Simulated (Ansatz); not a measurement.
**[SiH3O4]− (SMILES [O-][Si](O)(O)O): B2PLYP/6-31G(d) (spherical functions)**

Aim: the energy change on altering one bond length of [SiH3O4]− at B2PLYP/6-31G* (spherical functions), from 2 runs. 

Program for the calculation: Ansatz 0.2.0.

13 further runs of the same task are left out: 10 that didn't finish, 3 set aside as unsound or not needed. Runs told in other sessions of the task aren't counted.

## 1. The structure to begin with

[SiH3O4]−: 8 atoms, total charge -1, spin state singlet. As SMILES, `[O-][Si](O)(O)O`. The coordinates come from a PBE0-D4/def2-TZVPD relaxation. This is one conformer, not always the lowest.

Bond lengths: O1–Si2 1.558 Å, Si2–O3 1.684 Å, Si2–O4 1.684 Å, Si2–O5 1.684 Å, O3–H6 0.959 Å, O4–H7 0.959 Å, O5–H8 0.959 Å. Angles: O1–Si2–O3 115.2°, O1–Si2–O4 115.2°, O1–Si2–O5 115.2°, O3–Si2–O4 103.2°, O3–Si2–O5 103.2°, O4–Si2–O5 103.2°, Si2–O3–H6 107.0°, Si2–O4–H7 107.0°, Si2–O5–H8 107.0°.

## 2. A single-point energy at B2PLYP/6-31G(d) (spherical functions)

File in.yaml:

```yaml
crystal:
  periodic: [false, false, false]
  atoms:
    - {symbol: O, position_ang: [-1.413500, 0.197800, 0.825000]}
    - {symbol: Si, position_ang: [-0.078000, 0.010900, 0.045600]}
    - {symbol: O, position_ang: [1.319300, 0.127500, 0.978800]}
    - {symbol: O, position_ang: [0.191900, 1.122100, -1.191000]}
    - {symbol: O, position_ang: [0.099000, -1.475100, -0.727300]}
    - {symbol: H, position_ang: [1.074100, 0.563800, 1.796600]}
    - {symbol: H, position_ang: [-0.653700, 1.525800, -1.393900]}
    - {symbol: H, position_ang: [-0.539100, -2.072800, -0.333900]}
basis:
  gaussian:
    orbitals: 6-31G_st_-spherical.json
total_charge: -1
hamiltonian:
  xc: {name: B2PLYP}
correlation:
  frozen_orbitals: {H: 0, O: 1, Si: 5}
accuracy: high
output: {orbitals: {seedname: orbitals}}
```

The basis set 6-31G* is read from a file made from the Basis Set Exchange's data (not shown).

The run is started by

```bash
$ ansatz run in.yaml --threads 1 --pin off --max-ram 2610MiB --events-out events.jsonl --progress --plain --runs-dir runs
```

The program printed:

```text
Warning: RAYON_NUM_THREADS=1 ignored (pool sized by the plan → 1); use --threads N
Functional definition: B2PLYP
  name "B2PLYP"
  parameter a = 0.53
  parameter c = 0.27
  exchange = (1 - a)*b88_x + a*exact_x
  correlation = (1 - c)*lyp_c + c*(mp2_os + mp2_ss)
1756 factors; integrals over basis functions are off by at most 3.6e-9 eV
mean field evaluation 1: about -16095.8915 eV, gradient 5.4e1 eV
mean field evaluation 2: about -16095.9347 eV, gradient 5.4e1 eV
mean field evaluation 4: about -16101.1095 eV, gradient 7.3e0 eV
mean field evaluation 8: about -16101.2149 eV, gradient 2.1e-1 eV
mean field evaluation 16: about -16101.2151 eV, gradient 5.7e-5 eV
mean field -16101.21506649 eV, -591.7087398981 hartree, gradient 7.4e-8 eV, S^2 0.000000; 0 other end points of the search recorded, 0 dependent functions left out
9 core orbitals not correlated: weight in the atoms' cores, before any rotation towards them, 1.000 or more for the frozen orbitals, at most 0.000 for the correlated occupied ones
reference -16101.21509044 eV, -591.7087407783 hartree; 16, 16 occupied and 55, 55 virtual orbitals, 1756 factors
second order -26.62677698 eV of doubles, -0.00000000 eV of singles
Total energy: -16108.40432023 eV, -591.9729400998 hartree
```

Wall time 9.3 s (1 thread of Arm Neoverse V2, shared host); peak memory 0.26 GiB.

## 3. The distorted shape, same level

File in.yaml:

```yaml
crystal:
  periodic: [false, false, false]
  atoms:
    - {symbol: O, position_ang: [-1.623130, 0.180307, 0.684997]}
    - {symbol: Si, position_ang: [-0.287630, -0.006593, -0.094403]}
    - {symbol: O, position_ang: [1.319300, 0.127500, 0.978800]}
    - {symbol: O, position_ang: [-0.017730, 1.104607, -1.331003]}
    - {symbol: O, position_ang: [-0.110630, -1.492593, -0.867303]}
    - {symbol: H, position_ang: [1.074100, 0.563800, 1.796600]}
    - {symbol: H, position_ang: [-0.863330, 1.508307, -1.533903]}
    - {symbol: H, position_ang: [-0.748730, -2.090293, -0.473903]}
basis:
  gaussian:
    orbitals: 6-31G_st_-spherical.json
total_charge: -1
hamiltonian:
  xc: {name: B2PLYP}
correlation:
  frozen_orbitals: {H: 0, O: 1, Si: 5}
accuracy: high
output: {orbitals: {seedname: orbitals}}
```

The basis set 6-31G* is read from a file made from the Basis Set Exchange's data (not shown).

The run is started by

```bash
$ ansatz run in.yaml --threads 1 --pin off --max-ram 2610MiB --events-out events.jsonl --progress --plain --runs-dir runs
```

The program printed, shortened:

```text
Warning: RAYON_NUM_THREADS=1 ignored (pool sized by the plan → 1); use --threads N
Functional definition: B2PLYP
  name "B2PLYP"
[...]
1747 factors; integrals over basis functions are off by at most 3.4e-9 eV
[...]
mean field -16100.66642495 eV, -591.6885776931 hartree, gradient 6.8e-8 eV, S^2 0.000000; 0 other end points of the search recorded, 0 dependent functions left out
9 core orbitals not correlated: weight in the atoms' cores, before any rotation towards them, 1.000 or more for the frozen orbitals, at most 0.000 for the correlated occupied ones
reference -16100.66644895 eV, -591.6885785751 hartree; 16, 16 occupied and 55, 55 virtual orbitals, 1747 factors
second order -26.94637411 eV of doubles, -0.00000000 eV of singles
Total energy: -16107.94196996 eV, -591.9559490407 hartree
```

Run time: 9 s. Hardware: 1 thread of Arm Neoverse V2, shared host; peak memory 0.26 GiB.

## 4. Results

At B2PLYP/6-31G* (spherical functions), 9 core orbitals frozen:

| quantity | value |
| --- | --- |
| first shape: total energy | -591.97294 Eh |
| first shape: HOMO energy (SCF part's orbitals) | -2.54 eV |
| first shape: LUMO energy (SCF part's orbitals) | 7.85 eV |
| first shape: HOMO–LUMO gap (to an unbound level, set by the basis) | 10.39 eV |
| distorted shape: total energy | -591.95595 Eh |
| distorted shape: HOMO energy (SCF part's orbitals) | -2.85 eV |
| distorted shape: LUMO energy (SCF part's orbitals) | 7.53 eV |
| distorted shape: HOMO–LUMO gap (to an unbound level, set by the basis) | 10.38 eV |
| energy change with the Si2–O3 bond stretched from 1.684 to 1.937 Å | 0.462 eV |

What this shows: With the Si2–O3 bond stretched from 1.684 to 1.937 Å the energy rises by 0.46 eV (10.7 kcal/mol). The first shape isn't relaxed at this level, so the change isn't measured from a minimum.
